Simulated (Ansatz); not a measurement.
**CH₅AlO₂Si: one species, many methods**

One table from this session's results is given with a row withheld; the runs are named, their logs left out.

Program: Ansatz 0.2.0, Gaussian basis. Level of theory: functionals in def2-TZVPP, the program's frozen cores in correlated methods. These are calculated values, not measurements.

Levels to be run: LDA (SPW92), PBE-D4, revPBE-D4, BLYP-D4, r2SCAN-D4, B97M-V, PBE0-D4, B3LYP-D4, r2SCANh-D4, r2SCAN0-D4, HSE06-D4, BHLYP-D4, CAM-B3LYP-D4, LC-ωPBE, ωB97X-V, ωB97M-V, B2PLYP, PBE-QIDH; CCSD(T)/def2-SVP; CCSD(T)/def2-TZVPP; MP2/def2-QZVPP; extrapolation to the limit; RPA on PBE.

**Structure used throughout**

The geometry comes from an earlier relaxation with PBE0-D4 in a triple-zeta def2 set; it is a stationary point, not always the lowest conformer.

SMILES `O=[CH][Al]([OH])[SiH3]`, 10 atoms, charge 0, spin multiplicity 1.

Atoms are counted from 1 here; the program's logs count them from 0.

Bond lengths: O1–C2 1.213 Å, C2–Al3 2.025 Å, C2–H6 1.120 Å, Al3–O4 1.695 Å, Al3–Si5 2.442 Å, O4–H7 0.955 Å, Si5–H8 1.489 Å, Si5–H9 1.490 Å, Si5–H10 1.490 Å. Angles: O1–C2–Al3 114.5°, O1–C2–H6 117.9°, Al3–C2–H6 127.6°, C2–Al3–O4 122.4°, C2–Al3–Si5 117.3°, O4–Al3–Si5 120.3°, Al3–O4–H7 126.4°, Al3–Si5–H8 111.7°, Al3–Si5–H9 110.5°, Al3–Si5–H10 110.5°, H8–Si5–H9 108.1°, H8–Si5–H10 108.1°, H9–Si5–H10 107.8°.

Set-up of the first run:

Contents of in.yaml:

```yaml
crystal:
  periodic: [false, false, false]
  atoms:
    - {symbol: O, position_ang: [-1.666076, 0.590463, 1.769309]}
    - {symbol: C, position_ang: [-1.723491, 0.952596, 0.613184]}
    - {symbol: Al, position_ang: [-0.203475, 0.291625, -0.550049]}
    - {symbol: O, position_ang: [-0.079621, 0.688482, -2.192938]}
    - {symbol: Si, position_ang: [1.484651, -1.121248, 0.507772]}
    - {symbol: H, position_ang: [-2.585968, 1.599104, 0.309266]}
    - {symbol: H, position_ang: [-0.685946, 1.231849, -2.692902]}
    - {symbol: H, position_ang: [2.533970, -1.543837, -0.459878]}
    - {symbol: H, position_ang: [2.150671, -0.392642, 1.623316]}
    - {symbol: H, position_ang: [0.858287, -2.347493, 1.075922]}
basis:
  gaussian: {orbitals: def2-TZVPP}
hamiltonian: {xc: lda}
output: {orbitals: {seedname: orbitals}}
```

Among the steps run: LDA; PBE-D4 (GGA); revPBE-D4 (GGA); BLYP-D4 (GGA); r2SCAN-D4 (meta-GGA); B97M-V (meta-GGA); PBE0-D4 (hybrid); B3LYP-D4 (hybrid); r2SCANh-D4 (hybrid); r2SCAN0-D4 (hybrid); HSE06-D4 (hybrid); BHLYP-D4 (hybrid); CAM-B3LYP-D4 (range-separated); LC-ωPBE (range-separated); ωB97X-V (range-separated); ωB97M-V (range-separated); B2PLYP (double hybrid); PBE-QIDH (double hybrid).

One of the session's tables, all rows but one given; the rest of the session is left out.

It belongs to the step «Frontier levels by functional». 

| functional | HOMO (eV) | LUMO (eV) | gap (eV) |
| --- | --- | --- | --- |
| LDA (SPW92) | -5.35 | -3.48 | 1.87 |
| PBE-D4 | -5.21 | -3.23 | 1.99 |
| revPBE-D4 | -5.15 | -3.13 | 2.02 |
| BLYP-D4 | -5.13 | -3.09 | 2.05 |
| r2SCAN-D4 | -5.44 | -3.06 | 2.38 |
| B97M-V | -5.55 | -3.03 | 2.51 |
| PBE0-D4 | -6.58 | -2.25 | 4.33 |
| B3LYP-D4 | -6.38 | -2.47 | 3.91 |
| r2SCANh-D4 | -5.96 | -2.69 | 3.27 |
| r2SCAN0-D4 | -6.75 | -2.16 | 4.58 |
| HSE06-D4 | ? | ? | ? |
| BHLYP-D4 | -7.90 | -1.27 | 6.63 |
| CAM-B3LYP-D4 | -7.96 | -1.15 | 6.82 |
| LC-ωPBE | -9.22 | 0.00 | 9.22 |
| ωB97X-V | -8.91 | -0.10 | 8.81 |
| ωB97M-V | -8.80 | -0.28 | 8.51 |

Estimate the missing values for HSE06-D4.

The run gave: HOMO (eV): -6.18; LUMO (eV): -2.63; gap (eV): 3.55. In the column «HOMO (eV)» it lies between B3LYP-D4 (-6.38) and r2SCANh-D4 (-5.96).
